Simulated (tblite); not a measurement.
# H10Si16: the cost of one run

Programs: tblite 0.8.0 and PySCF 2.14.0, with routines of our own; each step states its level. All values are computed. Atoms count from 0.

## 1. The starting structure

26 atoms, charge 0, multiplicity 1; geometry from: force field, distance geometry or constructed start.

## 2. Optimising the geometry with GFN2-xTB

What the job is given:

```
{"job": {"kind": "relax", "xc": "GFN2-xTB", "basis": "xTB"}, "charge": 0, "multiplicity": 1}
Si     0.972700     2.792100    -0.226600
Si    -0.971000     3.914100     0.218100
Si    -2.898300     2.791600    -0.224000
Si    -2.904200     0.563200     0.218800
Si    -0.968800    -0.560000    -0.221600
Si     0.964500     0.558300     0.222400
Si     2.903600    -0.557100    -0.228300
Si    -0.964400    -2.791200     0.226500
Si     0.970500    -3.913600    -0.225400
Si     2.900700    -2.794700     0.226600
Si     4.837100     2.792700    -0.227100
Si     2.901000     3.909500     0.225000
Si     4.835800     0.559500     0.230000
Si    -4.837000    -0.559400    -0.227700
Si    -4.841400    -2.788800     0.225200
Si    -2.905400    -3.910900    -0.218700
H     -0.967400     5.325100    -0.058300
H     -4.127200     3.496400     0.058200
H      0.967200    -5.321400     0.061700
H      4.128900    -3.498900    -0.056500
H      6.059500     3.503600     0.060700
H      2.902600     5.324700    -0.059400
H      6.065200    -0.142400    -0.052600
H     -6.066000     0.142700     0.057700
H     -6.061300    -3.497200    -0.058300
H     -2.909600    -5.324100     0.061700
```

On the command line:

```sh
$ OMP_NUM_THREADS=1 python large_run.py task.json out
```

The driver reads the jobs from task.json and runs them one after another.

Q: Estimate the wall time and peak memory of this first job on 1 thread of Arm Neoverse N1, shared host.

About 15 s, with a peak of 0.16 GiB.
